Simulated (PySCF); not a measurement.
**A diatomic session: TiSi+, part 1 of 2**

What are the lowest state that PBE0 finds, the bond length, vibrational wavenumber and bond energy of TiSi+, and how much do these hang on the method?

Program: PySCF 2.14.0. Level of theory: Ti def2-TZVPPD, Si def2-TZVPPD, no relativity. These are calculated values, not measurements.

### 1 The job

The job is set up so:

```
atoms                         : Ti, Si
charge                        : 1
basis                         : Ti def2-TZVPPD, Si def2-TZVPPD
Hamiltonian                   : no relativity
basis functions               : 115
electrons treated             : 35
masses in u                   : 47.9479, 27.9769
levels                        : PBE0, PBE, r²SCAN, r²SCAN0, BP86, MN15, TPSSh, B97-3, LC-ωPBE, HF, MP2, SCS-MP2, CCSD, CCSD(T)
grid                          : 80 radial by 434 angular points
occupations                   : held fixed by the projection of orbital angular momentum
dissociation limit            : Ti+ + Si, each in its ground configuration
starting distance in angstrom : 2.480
values of 2S to try           : 1, 3, 5, 7
```

The run is started by

```sh
$ OMP_NUM_THREADS=2 python dia.py task.json out
```

After the search, every level is run at each distance in turn; below they are sorted by level.

### 2 Search for the lowest state

At the starting distance of 2.480 Å the search finds these solutions (others can lie among them):

| 2Ms+1 | unpaired | term | E (eV) | ⟨S²⟩ | ⟨Lz²⟩ | μ (D) |
| --- | --- | --- | --- | --- | --- | --- |
| 6 | σ ↑↑, π ↑↑, δ ↑ | ⁶Δ | 0.00 | 8.75 | 4.00 | -3.06 |
| 4 | π ↑↑, δ ↑ | ⁴Δ | 0.17 | 3.76 | 4.00 | -3.80 |
| 4 | σ ↑, π ↑, δ ↑ | not assigned | 0.30 | 4.44 | 5.05 | -3.88 |
| 6 | σ ↑, π ↑↑↑, δ ↑ | not assigned | 0.44 | 8.75 | 4.69 | -3.94 |
| 2 | π ↑↓, δ ↑ | not assigned | 0.52 | 1.79 | 5.78 | -4.01 |
| 6 | σ ↑, π ↑↑, δ ↑↑ | ⁶Σ⁺ | 0.56 | 8.75 | 0.00 | -3.61 |
| 2 | σ ↓, π ↑, δ ↑ | not assigned | 0.57 | 2.46 | 5.08 | -4.00 |
| 4 | σ ↑, π ↑, δ ↑ | not assigned | 0.72 | 3.79 | 5.01 | -3.05 |
| 2 | σ ↑, π ↓, δ ↑ | not assigned | 0.75 | 2.44 | 4.57 | -4.29 |
| 2 | δ ↑ | not assigned | 0.75 | 1.46 | 5.30 | -4.00 |

10 of 14 solutions are listed, lowest first.

A term symbol stands only where ⟨S²⟩ and ⟨Lz²⟩ are near those of a pure state. A positive dipole points from Ti to Si; in an ion it is taken about the centre of mass and does not tell which atom is negative.

Followed over a short scan are these candidates:

| 2Ms+1 | unpaired | R at minimum (Å) | energy at minimum (eV) |
| --- | --- | --- | --- |
| 6 | σ ↑↑, π ↑↑, δ ↑ | 2.43 | 0.00 |
| 4 | π ↑↑, δ ↑ | 2.47 | 0.18 |
| 4 | σ ↑, π ↑, δ ↑ | 2.37 | 0.27 |
| 6 | σ ↑, π ↑↑↑, δ ↑ | 2.57 | 0.42 |
| 2 | π ↑↓, δ ↑ | 2.56 | 0.52 |
| 6 | σ ↑, π ↑↑, δ ↑↑ | 2.46 | 0.57 |

The search made 24 SCF attempts at the starting distance; with the short scans it took 2.1 min of wall time (2 threads of Arm Neoverse V2, shared host).

### 3 First curve: PBE0

State followed: ⁶Δ (sextet), unpaired electrons σ ↑↑, π ↑↑, δ ↑. The scan is laid around 2.427 Å.

Output of the SCF at 2.427 Å:

```text
******** <class 'pyscf.dft.uks_symm.SymAdaptedUKS'> ********
method = SymAdaptedUKS
initial guess = minao
damping factor = 0
level_shift factor = 0
DIIS = <class 'pyscf.scf.diis.CDIIS'>
diis_start_cycle = 1
diis_space = 10
diis_damp = 0
SCF conv_tol = 1e-09
SCF conv_tol_grad = None
SCF max_cycles = 60
direct_scf = False
max_memory 4900 MB (current use 1295 MB)
number electrons alpha = 20  beta = 15
XC library pyscf.dft.libxc version 7.0.0
    S. Lehtola, C. Steigemann, M. J.T. Oliveira, and M. A.L. Marques.,  SoftwareX 7, 1–5 (2018)
XC functionals = PBE0
    C. Adamo and V. Barone.,  J. Chem. Phys. 110, 6158 (1999)
    M. Ernzerhof and G. E. Scuseria.,  J. Chem. Phys. 110, 5029 (1999)
small_rho_cutoff = 0
Overwritten attributes  get_jk get_k get_j get_hcore get_occ  of <class 'pyscf.dft.uks_symm.SymAdaptedUKS'>
<class 'pyscf.dft.uks_symm.SymAdaptedUKS'> does not have attributes  refdm
Set gradient conv threshold to 3.16228e-05
init E= -1138.24189454776
cycle= 1 E= -1138.24410338719  delta_E= -0.00221  |g|= 0.0114  |ddm|= 0.0488
cycle= 2 E= -1138.24368779724  delta_E= 0.000416  |g|= 0.0294  |ddm|= 0.0401
cycle= 3 E= -1138.24418727069  delta_E= -0.000499  |g|= 0.00381  |ddm|= 0.0309
cycle= 4 E= -1138.24419380985  delta_E= -6.54e-06  |g|= 0.000432  |ddm|= 0.0036
cycle= 5 E= -1138.24419412171  delta_E= -3.12e-07  |g|= 0.000261  |ddm|= 0.00133
cycle= 6 E= -1138.24419424614  delta_E= -1.24e-07  |g|= 9.73e-05  |ddm|= 0.000911
cycle= 7 E= -1138.24419426474  delta_E= -1.86e-08  |g|= 4.09e-05  |ddm|= 0.000356
cycle= 8 E= -1138.24419426762  delta_E= -2.88e-09  |g|= 8.29e-06  |ddm|= 0.000143
cycle= 9 E= -1138.24419426783  delta_E= -2.06e-10  |g|= 3.51e-06  |ddm|= 4.04e-05
Extra cycle  E= -1138.24419426784  delta_E= -1.93e-11  |g|= 5.01e-06  |ddm|= 1.17e-05
converged SCF energy = -1138.24419426784  <S^2> = 8.7518344  2S+1 = 6.0006114
```

The curve and what changes along it:

| R (Å) | E (eV) | μ (D) | Mulliken charge of Ti (e) | Mayer bond order | ⟨S²⟩ | HOMO (eV) | LUMO (eV) |
| --- | --- | --- | --- | --- | --- | --- | --- |
| 2.0872 | 0.7195 | -2.27 | 0.59 | 1.57 | 8.75 | -10.85 | -8.29 |
| 2.1843 | 0.3202 | -2.46 | 0.59 | 1.59 | 8.75 | -10.87 | -8.06 |
| 2.2814 | 0.0991 | -2.65 | 0.60 | 1.60 | 8.75 | -10.89 | -8.06 |
| 2.3542 | 0.0210 | -2.81 | 0.62 | 1.59 | 8.75 | -10.91 | -8.05 |
| 2.4270 | 0.0000 | -2.95 | 0.65 | 1.58 | 8.75 | -10.93 | -8.04 |
| 2.4998 | 0.0231 | -3.10 | 0.68 | 1.57 | 8.75 | -10.95 | -8.02 |
| 2.5969 | 0.1047 | -3.29 | 0.73 | 1.54 | 8.75 | -10.94 | -7.98 |
| 2.7182 | 0.2614 | -3.50 | 0.78 | 1.50 | 8.75 | -10.70 | -7.94 |
| 2.8639 | 0.4949 | -3.72 | 0.83 | 1.46 | 8.75 | -10.44 | -7.88 |
| 3.0580 | 0.8339 | -3.94 | 0.86 | 1.41 | 8.75 | -10.16 | -7.85 |

Fit: Re = 2.422 Å, ωe = 360 cm⁻¹, ωexe = 1.39 cm⁻¹, αe = 0.000854 cm⁻¹, Be = 0.1627 cm⁻¹, De = 2.47 eV, μ = -2.94 D.

Orbitals nearest the gap at 2.427 Å:

| spin | orbital | ε (eV) | filled | made of |
| --- | --- | --- | --- | --- |
| β | π | -44.45 | yes | Ti p 100 % |
| β | π | -44.45 | yes | Ti p 100 % |
| β | σ | -44.34 | yes | Ti p 100 % |
| β | σ | -16.04 | yes | Si s 90 % |
| α | σ | -12.47 | yes | Ti d 44 %, Si p 43 % |
| α | δ | -11.87 | yes | Ti d 100 % |
| α | π | -11.34 | yes | Si p 60 %, Ti d 34 % |
| α | π | -11.34 | yes | Si p 60 %, Ti d 34 % |
| α | σ | -10.93 | yes | Ti s 45 %, Ti d 39 %, Si p 16 % |
| β | σ | -8.04 | no | Si p 54 %, Ti s 30 %, Ti d 9 % |
| β | π | -7.57 | no | Si p 68 %, Ti d 28 % |
| α | π | -7.51 | no | Ti d 62 %, Si p 32 % |
| α | π | -7.51 | no | Ti d 62 %, Si p 32 % |

Polarisability there: 89.7 bohr³ along the bond, 61.1 across it.

### 4 Orbitals, density and potential

The fields below are evaluated on a grid from the run's orbitals.

Frontier orbitals at PBE0 (alpha spin), with the share of their density that lies nearest to each atom:

| orbital | energy (eV) | lies on |
| --- | --- | --- |
| HOMO-1 | -11.34 | Si2 60 %; Ti1 40 % |
| HOMO | -10.93 | Ti1 83 %; Si2 17 % |
| LUMO | -7.51 | Ti1 69 %; Si2 31 % |

ELF in a plane through or near 2 of the atoms.

Values, 10 rows by 14 columns:
```
0.00 0.00 0.00 0.06 0.17 0.22 0.16 0.12 0.10 0.08 0.04 0.01 0.00 0.00
0.00 0.00 0.05 0.44 0.67 0.63 0.51 0.51 0.48 0.44 0.36 0.23 0.05 0.00
0.00 0.00 0.05 0.34 0.66 0.65 0.53 0.73 0.75 0.73 0.71 0.62 0.30 0.03
0.00 0.01 0.01 0.10 0.58 0.71 0.27 0.80 0.82 0.71 0.90 0.90 0.75 0.22
0.00 0.03 0.13 0.54 0.80 0.71 0.41 0.67 0.15 0.62 0.44 0.95 0.89 0.48
0.00 0.05 0.26 0.78 0.75 0.40 0.64 0.62 0.38 0.84 0.28 0.94 0.90 0.53
0.00 0.01 0.04 0.19 0.72 0.86 0.21 0.75 0.44 0.17 0.78 0.94 0.84 0.37
0.00 0.00 0.02 0.18 0.60 0.66 0.42 0.80 0.83 0.83 0.85 0.81 0.56 0.09
0.00 0.00 0.06 0.41 0.68 0.65 0.55 0.67 0.68 0.65 0.61 0.50 0.19 0.01
0.00 0.00 0.02 0.25 0.48 0.48 0.36 0.30 0.27 0.23 0.15 0.07 0.01 0.00
```
The map spans 7.6 Å across and 5.2 Å up, centred on the molecule. Atoms in the plane (x, y in Å): Ti1 (-1.2, 0.0), Si2 (1.2, 0.0).

log10 of the density (e/Å³) in the same plane.

Ten even steps from '0' (-4.0) to '9' (3.4):
```
0000011111111111111111100000
0000111222222222222221111000
0001112222222222222222211100
0001122233333333333333221110
0011222333333333333333222110
0011223344443344444433332211
0112233445444444444444332211
0112234455554444455444433221
0112345566665444566544433221
0122345569965445689654433221
0122345569965445689654433221
0112345566665444566544433221
0112234455554444455444433221
0112233445444444444444332211
0011223344443344444433332211
0011222333333333333333222110
0001122233333333333333221110
0001112222222222222222211100
0000111222222222222221111000
0000011111111111111111100000
```
The map spans 7.6 Å across and 5.2 Å up, centred on the molecule. Atoms in the plane (x, y in Å): Ti1 (-1.2, 0.0), Si2 (1.2, 0.0).

On the surface of density 0.002 e/bohr³ the electrostatic potential runs, from the 1st to the 99th percentile, from 4.77 V near Si2 to 10.83 V near Ti1.

The spin density lies nearest to Ti1 63 %; Si2 37 %.

### 5 Excited determinants

State 2: ⁴Δ (quartet), unpaired electrons π ↑↑, δ ↑, an excited solution.

Log of the SCF at 2.427 Å:

```text
******** <class 'pyscf.dft.uks_symm.SymAdaptedUKS'> ********
method = SymAdaptedUKS
initial guess = minao
damping factor = 0
level_shift factor = 0
DIIS = <class 'pyscf.scf.diis.CDIIS'>
diis_start_cycle = 1
diis_space = 10
diis_damp = 0
SCF conv_tol = 1e-09
SCF conv_tol_grad = None
SCF max_cycles = 60
direct_scf = False
max_memory 4900 MB (current use 1333 MB)
number electrons alpha = 19  beta = 16
XC library pyscf.dft.libxc version 7.0.0
    S. Lehtola, C. Steigemann, M. J.T. Oliveira, and M. A.L. Marques.,  SoftwareX 7, 1–5 (2018)
XC functionals = PBE0
    C. Adamo and V. Barone.,  J. Chem. Phys. 110, 6158 (1999)
    M. Ernzerhof and G. E. Scuseria.,  J. Chem. Phys. 110, 5029 (1999)
small_rho_cutoff = 0
Set gradient conv threshold to 3.16228e-05
init E= -1138.23082695717
cycle= 1 E= -1138.23712347559  delta_E= -0.0063  |g|= 0.00774  |ddm|= 0.0439
cycle= 2 E= -1138.23714321368  delta_E= -1.97e-05  |g|= 0.00955  |ddm|= 0.016
cycle= 3 E= -1138.23714709507  delta_E= -3.88e-06  |g|= 0.008  |ddm|= 0.0126
cycle= 4 E= -1138.23718943434  delta_E= -4.23e-05  |g|= 0.00142  |ddm|= 0.00841
cycle= 5 E= -1138.23719593549  delta_E= -6.5e-06  |g|= 0.00115  |ddm|= 0.00546
cycle= 6 E= -1138.23719991222  delta_E= -3.98e-06  |g|= 0.000247  |ddm|= 0.00588
cycle= 7 E= -1138.23720024341  delta_E= -3.31e-07  |g|= 0.000191  |ddm|= 0.00206
cycle= 8 E= -1138.23720029235  delta_E= -4.89e-08  |g|= 2.91e-05  |ddm|= 0.000728
cycle= 9 E= -1138.23720029692  delta_E= -4.57e-09  |g|= 1.47e-05  |ddm|= 0.000203
cycle= 10 E= -1138.23720029906  delta_E= -2.15e-09  |g|= 5.6e-06  |ddm|= 0.000186
cycle= 11 E= -1138.2372002993  delta_E= -2.41e-10  |g|= 5.65e-06  |ddm|= 5.7e-05
Extra cycle  E= -1138.23720029907  delta_E= 2.29e-10  |g|= 2.18e-05  |ddm|= 2.72e-05
converged SCF energy = -1138.23720029907  <S^2> = 3.7626959  2S+1 = 4.0063429
```

Re = 2.469 Å, ωe = 343 cm⁻¹, ωexe = 1.17 cm⁻¹, αe = 0.000749 cm⁻¹, Be = 0.1565 cm⁻¹, μ = -3.80 D. Its minimum lies 0.18 eV above that of the lowest state.

State 3: Ms = 1.5 determinant of mixed spin (⟨S²⟩ = 4.33), unpaired electrons σ ↑, π ↑, δ ↑, an excited solution.

The SCF at the reference distance, 2.427 Å, printed:

```text
******** <class 'pyscf.dft.uks_symm.SymAdaptedUKS'> ********
method = SymAdaptedUKS
initial guess = minao
damping factor = 0
level_shift factor = 0
DIIS = <class 'pyscf.scf.diis.CDIIS'>
diis_start_cycle = 1
diis_space = 10
diis_damp = 0
SCF conv_tol = 1e-09
SCF conv_tol_grad = None
SCF max_cycles = 60
direct_scf = False
max_memory 4900 MB (current use 1333 MB)
number electrons alpha = 19  beta = 16
XC library pyscf.dft.libxc version 7.0.0
    S. Lehtola, C. Steigemann, M. J.T. Oliveira, and M. A.L. Marques.,  SoftwareX 7, 1–5 (2018)
XC functionals = PBE0
    C. Adamo and V. Barone.,  J. Chem. Phys. 110, 6158 (1999)
    M. Ernzerhof and G. E. Scuseria.,  J. Chem. Phys. 110, 5029 (1999)
small_rho_cutoff = 0
Set gradient conv threshold to 3.16228e-05
init E= -1138.22996929834
cycle= 1 E= -1138.23342951271  delta_E= -0.00346  |g|= 0.00716  |ddm|= 0.04
cycle= 2 E= -1138.23339379032  delta_E= 3.57e-05  |g|= 0.0139  |ddm|= 0.0199
cycle= 3 E= -1138.23348686544  delta_E= -9.31e-05  |g|= 0.00438  |ddm|= 0.0136
cycle= 4 E= -1138.23349982055  delta_E= -1.3e-05  |g|= 0.00156  |ddm|= 0.00513
cycle= 5 E= -1138.23350640084  delta_E= -6.58e-06  |g|= 0.000561  |ddm|= 0.00511
cycle= 6 E= -1138.23350800964  delta_E= -1.61e-06  |g|= 0.000436  |ddm|= 0.00298
cycle= 7 E= -1138.23350860825  delta_E= -5.99e-07  |g|= 0.000206  |ddm|= 0.00167
cycle= 8 E= -1138.23350908591  delta_E= -4.78e-07  |g|= 0.000162  |ddm|= 0.00194
cycle= 9 E= -1138.23350947343  delta_E= -3.88e-07  |g|= 6.71e-05  |ddm|= 0.00278
cycle= 10 E= -1138.23350954091  delta_E= -6.75e-08  |g|= 3.37e-05  |ddm|= 0.00138
cycle= 11 E= -1138.23350954776  delta_E= -6.86e-09  |g|= 1.85e-05  |ddm|= 0.000387
cycle= 12 E= -1138.23350954902  delta_E= -1.26e-09  |g|= 9.12e-06  |ddm|= 0.000131
cycle= 13 E= -1138.23350954918  delta_E= -1.62e-10  |g|= 3.97e-06  |ddm|= 4.33e-05
Extra cycle  E= -1138.23350954915  delta_E= 2.98e-11  |g|= 9.79e-06  |ddm|= 1.19e-05
converged SCF energy = -1138.23350954915  <S^2> = 4.3895886  2S+1 = 4.3079408
```

Re = 2.367 Å, ωe = 324 cm⁻¹; the determinant mixes terms (⟨S²⟩ = 4.33, ⟨Lz²⟩ = 4.94), so these belong to no real state. Its minimum lies 0.28 eV above that of the lowest state.

State 4: sextet, unpaired electrons σ ↑, π ↑↑↑, δ ↑, an excited solution.

Output of the SCF at 2.427 Å:

```text
******** <class 'pyscf.dft.uks_symm.SymAdaptedUKS'> ********
method = SymAdaptedUKS
initial guess = minao
damping factor = 0
level_shift factor = 0
DIIS = <class 'pyscf.scf.diis.CDIIS'>
diis_start_cycle = 1
diis_space = 10
diis_damp = 0
SCF conv_tol = 1e-09
SCF conv_tol_grad = None
SCF max_cycles = 60
direct_scf = False
max_memory 4900 MB (current use 1333 MB)
number electrons alpha = 20  beta = 15
XC library pyscf.dft.libxc version 7.0.0
    S. Lehtola, C. Steigemann, M. J.T. Oliveira, and M. A.L. Marques.,  SoftwareX 7, 1–5 (2018)
XC functionals = PBE0
    C. Adamo and V. Barone.,  J. Chem. Phys. 110, 6158 (1999)
    M. Ernzerhof and G. E. Scuseria.,  J. Chem. Phys. 110, 5029 (1999)
small_rho_cutoff = 0
Set gradient conv threshold to 3.16228e-05
init E= -1138.22126837655
cycle= 1 E= -1138.22600833355  delta_E= -0.00474  |g|= 0.00746  |ddm|= 0.0412
cycle= 2 E= -1138.22594575787  delta_E= 6.26e-05  |g|= 0.0146  |ddm|= 0.0218
cycle= 3 E= -1138.22605134888  delta_E= -0.000106  |g|= 0.00213  |ddm|= 0.0144
cycle= 4 E= -1138.22605434259  delta_E= -2.99e-06  |g|= 0.000913  |ddm|= 0.00266
cycle= 5 E= -1138.226055965  delta_E= -1.62e-06  |g|= 0.000395  |ddm|= 0.00223
cycle= 6 E= -1138.22605675303  delta_E= -7.88e-07  |g|= 0.000268  |ddm|= 0.00201
cycle= 7 E= -1138.22605709181  delta_E= -3.39e-07  |g|= 0.000125  |ddm|= 0.00155
cycle= 8 E= -1138.22605724562  delta_E= -1.54e-07  |g|= 8.27e-05  |ddm|= 0.00113
cycle= 9 E= -1138.22605735669  delta_E= -1.11e-07  |g|= 3.51e-05  |ddm|= 0.00147
cycle= 10 E= -1138.22605737569  delta_E= -1.9e-08  |g|= 2.17e-05  |ddm|= 0.000738
cycle= 11 E= -1138.22605737678  delta_E= -1.09e-09  |g|= 1.77e-06  |ddm|= 0.000179
cycle= 12 E= -1138.22605737679  delta_E= -1.18e-11  |g|= 1.65e-06  |ddm|= 7.71e-06
Extra cycle  E= -1138.22605737679  delta_E= 6.82e-12  |g|= 3.72e-06  |ddm|= 6.47e-06
converged SCF energy = -1138.22605737679  <S^2> = 8.7522437  2S+1 = 6.0007479
```

Re = 2.566 Å, ωe = 298.1 cm⁻¹; the determinant mixes terms (⟨S²⟩ = 8.75, ⟨Lz²⟩ = 4.72), so these belong to no real state. Its minimum lies 0.43 eV above that of the lowest state.

Energy (eV) from the lowest point of the lowest state:

| R (Å) | lowest | state 2 | state 3 | state 4 |
| --- | --- | --- | --- | --- |
| 2.087 | 0.720 | 1.051 | 0.675 | 1.682 |
| 2.184 | 0.320 | 0.612 | 0.425 | 1.128 |
| 2.281 | 0.099 | 0.349 | 0.307 | 0.769 |
| 2.354 | 0.021 | 0.241 | 0.280 | 0.598 |
| 2.427 | 0.000 | 0.190 | 0.291 | 0.494 |
| 2.500 | 0.023 | 0.187 | 0.330 | 0.440 |
| 2.597 | 0.105 | 0.237 | 0.412 | 0.429 |
| 2.718 | 0.261 | 0.364 | 0.544 | 0.481 |
| 2.864 | 0.495 | 0.572 | 0.722 | 0.600 |
| 3.058 | 0.834 | 0.893 | 0.959 | 0.799 |

### 6 PBE

The SCF at the reference distance, 2.427 Å, printed:

```text
******** <class 'pyscf.dft.uks_symm.SymAdaptedUKS'> ********
method = SymAdaptedUKS
initial guess = minao
damping factor = 0
level_shift factor = 0
DIIS = <class 'pyscf.scf.diis.CDIIS'>
diis_start_cycle = 1
diis_space = 10
diis_damp = 0
SCF conv_tol = 1e-09
SCF conv_tol_grad = None
SCF max_cycles = 60
direct_scf = False
max_memory 4900 MB (current use 1334 MB)
number electrons alpha = 20  beta = 15
XC library pyscf.dft.libxc version 7.0.0
    S. Lehtola, C. Steigemann, M. J.T. Oliveira, and M. A.L. Marques.,  SoftwareX 7, 1–5 (2018)
XC functionals = PBE
    J. P. Perdew, K. Burke, and M. Ernzerhof.,  Phys. Rev. Lett. 77, 3865 (1996)
    J. P. Perdew, K. Burke, and M. Ernzerhof.,  Phys. Rev. Lett. 78, 1396 (1997)
    J. P. Perdew, K. Burke, and M. Ernzerhof.,  Phys. Rev. Lett. 77, 3865 (1996)
    J. P. Perdew, K. Burke, and M. Ernzerhof.,  Phys. Rev. Lett. 78, 1396 (1997)
small_rho_cutoff = 0
Set gradient conv threshold to 3.16228e-05
init E= -1138.19244823141
cycle= 1 E= -1138.18231509754  delta_E= 0.0101  |g|= 0.145  |ddm|= 0.23
cycle= 2 E= -1137.929677328  delta_E= 0.253  |g|= 0.604  |ddm|= 0.745
cycle= 3 E= -1138.19565772614  delta_E= -0.266  |g|= 0.0326  |ddm|= 0.609
cycle= 4 E= -1138.1960844116  delta_E= -0.000427  |g|= 0.0235  |ddm|= 0.0643
cycle= 5 E= -1138.19634546757  delta_E= -0.000261  |g|= 0.0103  |ddm|= 0.0143
cycle= 6 E= -1138.1964218357  delta_E= -7.64e-05  |g|= 0.000378  |ddm|= 0.0102
cycle= 7 E= -1138.19642186902  delta_E= -3.33e-08  |g|= 0.000228  |ddm|= 0.000739
cycle= 8 E= -1138.19642190438  delta_E= -3.54e-08  |g|= 0.000105  |ddm|= 0.000435
cycle= 9 E= -1138.19642191255  delta_E= -8.17e-09  |g|= 1.48e-05  |ddm|= 0.000138
cycle= 10 E= -1138.19642191268  delta_E= -1.34e-10  |g|= 7.84e-06  |ddm|= 2.61e-05
Extra cycle  E= -1138.19642191063  delta_E= 2.06e-09  |g|= 5.68e-05  |ddm|= 5.84e-05
converged SCF energy = -1138.19642191063  <S^2> = 8.7508245  2S+1 = 6.0002748
```

Re = 2.452 Å, ωe = 336 cm⁻¹, ωexe = 1.52 cm⁻¹, αe = 0.000942 cm⁻¹, Be = 0.1588 cm⁻¹, De = 3.09 eV, μ = -2.03 D.

### 7 r²SCAN (meta-GGA)

Log of the SCF at 2.427 Å:

```text
******** <class 'pyscf.dft.uks_symm.SymAdaptedUKS'> ********
method = SymAdaptedUKS
initial guess = minao
damping factor = 0
level_shift factor = 0
DIIS = <class 'pyscf.scf.diis.CDIIS'>
diis_start_cycle = 1
diis_space = 10
diis_damp = 0
SCF conv_tol = 1e-09
SCF conv_tol_grad = None
SCF max_cycles = 60
direct_scf = False
max_memory 4900 MB (current use 1335 MB)
number electrons alpha = 20  beta = 15
XC library pyscf.dft.libxc version 7.0.0
    S. Lehtola, C. Steigemann, M. J.T. Oliveira, and M. A.L. Marques.,  SoftwareX 7, 1–5 (2018)
XC functionals = R2SCAN
    J. W. Furness, A. D. Kaplan, J. Ning, J. P. Perdew, and J. Sun.,  J. Phys. Chem. Lett. 11, 8208-8215 (2020)
    J. W. Furness, A. D. Kaplan, J. Ning, J. P. Perdew, and J. Sun.,  J. Phys. Chem. Lett. 11, 9248-9248 (2020)
    J. W. Furness, A. D. Kaplan, J. Ning, J. P. Perdew, and J. Sun.,  J. Phys. Chem. Lett. 11, 8208-8215 (2020)
    J. W. Furness, A. D. Kaplan, J. Ning, J. P. Perdew, and J. Sun.,  J. Phys. Chem. Lett. 11, 9248-9248 (2020)
small_rho_cutoff = 0
Set gradient conv threshold to 3.16228e-05
init E= -1138.50957674378
cycle= 1 E= -1138.50958194735  delta_E= -5.2e-06  |g|= 0.0459  |ddm|= 0.165
cycle= 2 E= -1138.47963659376  delta_E= 0.0299  |g|= 0.216  |ddm|= 0.251
cycle= 3 E= -1138.5110133742  delta_E= -0.0314  |g|= 0.0054  |ddm|= 0.203
cycle= 4 E= -1138.51103031104  delta_E= -1.69e-05  |g|= 0.0023  |ddm|= 0.00903
cycle= 5 E= -1138.51103181368  delta_E= -1.5e-06  |g|= 0.0013  |ddm|= 0.0023
cycle= 6 E= -1138.51103307186  delta_E= -1.26e-06  |g|= 0.000355  |ddm|= 0.00238
cycle= 7 E= -1138.51103316639  delta_E= -9.45e-08  |g|= 8.63e-05  |ddm|= 0.000524
cycle= 8 E= -1138.5110331729  delta_E= -6.51e-09  |g|= 8.46e-06  |ddm|= 0.000162
cycle= 9 E= -1138.51103317291  delta_E= -1.27e-11  |g|= 1.04e-05  |ddm|= 2.26e-05
Extra cycle  E= -1138.51103317089  delta_E= 2.02e-09  |g|= 5.68e-05  |ddm|= 6.29e-05
converged SCF energy = -1138.51103317089  <S^2> = 8.752593  2S+1 = 6.0008643
```

Re = 2.440 Å, ωe = 350 cm⁻¹, ωexe = 1.50 cm⁻¹, αe = 0.000894 cm⁻¹, Be = 0.1603 cm⁻¹, De = 2.85 eV, μ = -2.63 D. 100 s of CPU time for 12 points, integrals apart.

### 8 r²SCAN0 (hybrid meta-GGA)

The SCF at the reference distance, 2.427 Å, printed:

```text
******** <class 'pyscf.dft.uks_symm.SymAdaptedUKS'> ********
method = SymAdaptedUKS
initial guess = minao
damping factor = 0
level_shift factor = 0
DIIS = <class 'pyscf.scf.diis.CDIIS'>
diis_start_cycle = 1
diis_space = 10
diis_damp = 0
SCF conv_tol = 1e-09
SCF conv_tol_grad = None
SCF max_cycles = 60
direct_scf = False
max_memory 4900 MB (current use 1343 MB)
number electrons alpha = 20  beta = 15
XC library pyscf.dft.libxc version 7.0.0
    S. Lehtola, C. Steigemann, M. J.T. Oliveira, and M. A.L. Marques.,  SoftwareX 7, 1–5 (2018)
XC functionals = HYB_MGGA_XC_R2SCAN0
    M. Bursch, H. Neugebauer, S. Ehlert, and S. Grimme.,  J. Chem. Phys. 156, 134105 (2022)
small_rho_cutoff = 0
Set gradient conv threshold to 3.16228e-05
init E= -1138.48410692054
cycle= 1 E= -1138.48491188426  delta_E= -0.000805  |g|= 0.0226  |ddm|= 0.117
cycle= 2 E= -1138.48359905734  delta_E= 0.00131  |g|= 0.0533  |ddm|= 0.0786
cycle= 3 E= -1138.48517930421  delta_E= -0.00158  |g|= 0.00517  |ddm|= 0.0575
cycle= 4 E= -1138.48520047654  delta_E= -2.12e-05  |g|= 0.00136  |ddm|= 0.00753
cycle= 5 E= -1138.48520587409  delta_E= -5.4e-06  |g|= 0.00059  |ddm|= 0.00514
cycle= 6 E= -1138.48520710723  delta_E= -1.23e-06  |g|= 0.000284  |ddm|= 0.00273
cycle= 7 E= -1138.48520740749  delta_E= -3e-07  |g|= 4.66e-05  |ddm|= 0.00194
cycle= 8 E= -1138.48520741328  delta_E= -5.79e-09  |g|= 1.76e-05  |ddm|= 0.000237
cycle= 9 E= -1138.48520741373  delta_E= -4.44e-10  |g|= 1.5e-05  |ddm|= 5.31e-05
Extra cycle  E= -1138.48520741309  delta_E= 6.36e-10  |g|= 3.73e-05  |ddm|= 6.52e-05
converged SCF energy = -1138.48520741309  <S^2> = 8.7536838  2S+1 = 6.0012278
```

Re = 2.420 Å, ωe = 365 cm⁻¹, ωexe = 1.39 cm⁻¹, αe = 0.000835 cm⁻¹, Be = 0.1630 cm⁻¹, De = 2.34 eV, μ = -3.30 D.

(Continued in part 2 of 2.)
